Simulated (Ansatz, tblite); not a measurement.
# Cis-RuCl2(PF3)4 (Cl2F12P4Ru): a ladder of methods and basis sets

Aim: run the singlet of cis-RuCl2(PF3)4 (Cl2F12P4Ru) at one geometry on many levels, and compare frontier levels, spin and run time.

Computed with Ansatz 0.2.0, Gaussian basis. Level: as each input shows.

Plan: GFN1-xTB, GFN2-xTB, PBE-D4/def2-TZVP, r2SCAN-D4/def2-TZVP, r2SCANh-D4/def2-TZVP, PBE-D4/def2-SVP, PBE0-D4/def2-SVP, MP2/def2-SVP, RPA/def2-SVP.

4 further runs of the same task are left out: 4 set aside as unsound or not needed.

### 1 The relaxed structure

The singlet was relaxed beforehand with PBE-D4/def2-SVP.

19 atoms, charge 0, spin multiplicity 1.

Bond lengths: Cl1–Ru19 2.435 Å, Cl2–Ru19 2.424 Å, F3–P15 1.591 Å, F4–P15 1.602 Å, F5–P15 1.602 Å, F6–P16 1.593 Å, F7–P16 1.593 Å, F8–P16 1.606 Å, F9–P17 1.599 Å, F10–P17 1.595 Å, F11–P17 1.582 Å, F12–P18 1.597 Å, F13–P18 1.597 Å, F14–P18 1.582 Å, P15–Ru19 2.203 Å, P16–Ru19 2.213 Å, P17–Ru19 2.276 Å, P18–Ru19 2.278 Å. Angles: F3–P15–F4 98.7°, F3–P15–F5 98.6°, F3–P15–Ru19 122.0°, F4–P15–F5 98.7°, F4–P15–Ru19 117.4°, F5–P15–Ru19 117.1°, F6–P16–F7 99.4°, F6–P16–F8 98.3°, F6–P16–Ru19 118.7°, F7–P16–F8 98.3°, F7–P16–Ru19 119.2°, F8–P16–Ru19 118.8°, F9–P17–F10 98.9°, F9–P17–F11 99.4°, F9–P17–Ru19 120.0°, F10–P17–F11 99.9°, F10–P17–Ru19 116.4°, F11–P17–Ru19 118.4° and more.

As a file:

```xyz
19
charge 0, multiplicity 1
Cl   -0.1517   -0.0501    2.7450
Cl    2.6637   -0.0453    0.6990
F     1.9388   -0.0821   -2.5339
F    -0.0742    1.2612   -2.6437
F    -0.2233   -1.1650   -2.6641
F    -2.6822    1.2602    1.0661
F    -2.7515   -1.1676    0.9994
F    -2.7185    0.1044   -1.0589
F    -0.6298    3.2404    0.4260
F     1.5751    2.9024   -0.5288
F     1.2561    2.7803    1.8798
F     1.3630   -2.9786   -0.6246
F    -0.7677   -3.2178    0.5168
F     1.2547   -2.8431    1.7995
P     0.5074    0.0008   -1.8433
P    -1.9466    0.0429    0.3477
P     0.6053    2.2325    0.5458
P     0.5153   -2.2664    0.5257
Ru    0.2661   -0.0092    0.3465
```

Ru takes a core potential in the def2 sets. No spin-orbit coupling is included.

PBE0-D4/def2-TZVP was run before; its log isn't repeated, and its numbers join the tables.

### 2 GFN1-xTB

Tight binding, by tblite at 300 K electronic temperature and without a spin-polarisation term:

```python
tblite.interface.Calculator('GFN1-xTB', numbers, positions, charge=0, uhf=0).singlepoint()
```

Energy -2308.3209 eV, HOMO -12.84 eV, LUMO -10.36 eV; 0.061 s.

### 3 GFN2-xTB

Tight binding, by tblite at 300 K electronic temperature and without a spin-polarisation term:

```python
tblite.interface.Calculator('GFN2-xTB', numbers, positions, charge=0, uhf=0).singlepoint()
```

Energy -2175.5440 eV, HOMO -11.27 eV, LUMO -8.28 eV; 0.065 s.

### 4 PBE-D4/def2-TZVP

start.molden holds the orbitals of an earlier run on this state, given as this run's starting guess.

Input file in.yaml:

```yaml
crystal:
  periodic: [false, false, false]
  atoms:
    - {symbol: Cl, position_ang: [-0.151686, -0.050106, 2.745038]}
    - {symbol: Cl, position_ang: [2.663742, -0.045252, 0.699045]}
    - {symbol: F, position_ang: [1.938840, -0.082089, -2.533871]}
    - {symbol: F, position_ang: [-0.074246, 1.261231, -2.643729]}
    - {symbol: F, position_ang: [-0.223330, -1.165009, -2.664109]}
    - {symbol: F, position_ang: [-2.682168, 1.260238, 1.066110]}
    - {symbol: F, position_ang: [-2.751501, -1.167643, 0.999437]}
    - {symbol: F, position_ang: [-2.718542, 0.104415, -1.058873]}
    - {symbol: F, position_ang: [-0.629754, 3.240384, 0.426040]}
    - {symbol: F, position_ang: [1.575136, 2.902358, -0.528771]}
    - {symbol: F, position_ang: [1.256079, 2.780349, 1.879762]}
    - {symbol: F, position_ang: [1.363047, -2.978624, -0.624626]}
    - {symbol: F, position_ang: [-0.767718, -3.217776, 0.516773]}
    - {symbol: F, position_ang: [1.254658, -2.843086, 1.799545]}
    - {symbol: P, position_ang: [0.507374, 0.000807, -1.843329]}
    - {symbol: P, position_ang: [-1.946595, 0.042911, 0.347673]}
    - {symbol: P, position_ang: [0.605265, 2.232512, 0.545751]}
    - {symbol: P, position_ang: [0.515296, -2.266382, 0.525665]}
    - {symbol: Ru, position_ang: [0.266115, -0.009231, 0.346460]}
basis:
  gaussian: {orbitals: def2-TZVP, fitting: {mean_field: def2-universal-jkfit}, initial_orbitals: start.molden}
hamiltonian: {xc: pbe, dispersion: d4}
scf: {omitted_lower_state_checks: [starts]}
output: {forces: true, orbitals: {seedname: orbitals}}
```

On the command line:

```bash
ansatz run in.yaml --threads 2 --pin off --events-out ev --progress --plain --max-ram 32768MiB --backend cuda --devices 0, --max-vram 18GiB
```

The runs that follow: r2SCAN-D4/def2-TZVP; r2SCANh-D4/def2-TZVP; PBE-D4/def2-SVP; PBE0-D4/def2-SVP; MP2/def2-SVP; RPA/def2-SVP.

Before running them: what should the planned runs give, taken together? Wanted: gap in def2-TZVP, named functionals, smallest and largest; correlation energy, MP2/def2-SVP; binding an atom, functionals in def2-TZVP; PBE0 total energy, smallest basis above largest.

As calculated:

| quantity | value |
| --- | --- |
| gap in def2-TZVP, named functionals, smallest and largest | 3.05 eV (PBE-D4), 5.31 eV (PBE0-D4) |
| correlation energy, MP2/def2-SVP | -94.53 eV |
| binding an atom, functionals in def2-TZVP | 3.97 (PBE0-D4) to 4.22 eV (PBE-D4) |
| PBE0 total energy, smallest basis above largest | 65.21 eV (def2-SVP, def2-TZVP) |

Orbital gaps of the named functionals in def2-TZVP span 3.05 eV (PBE-D4) to 5.31 eV (PBE0-D4); exact exchange widens it.
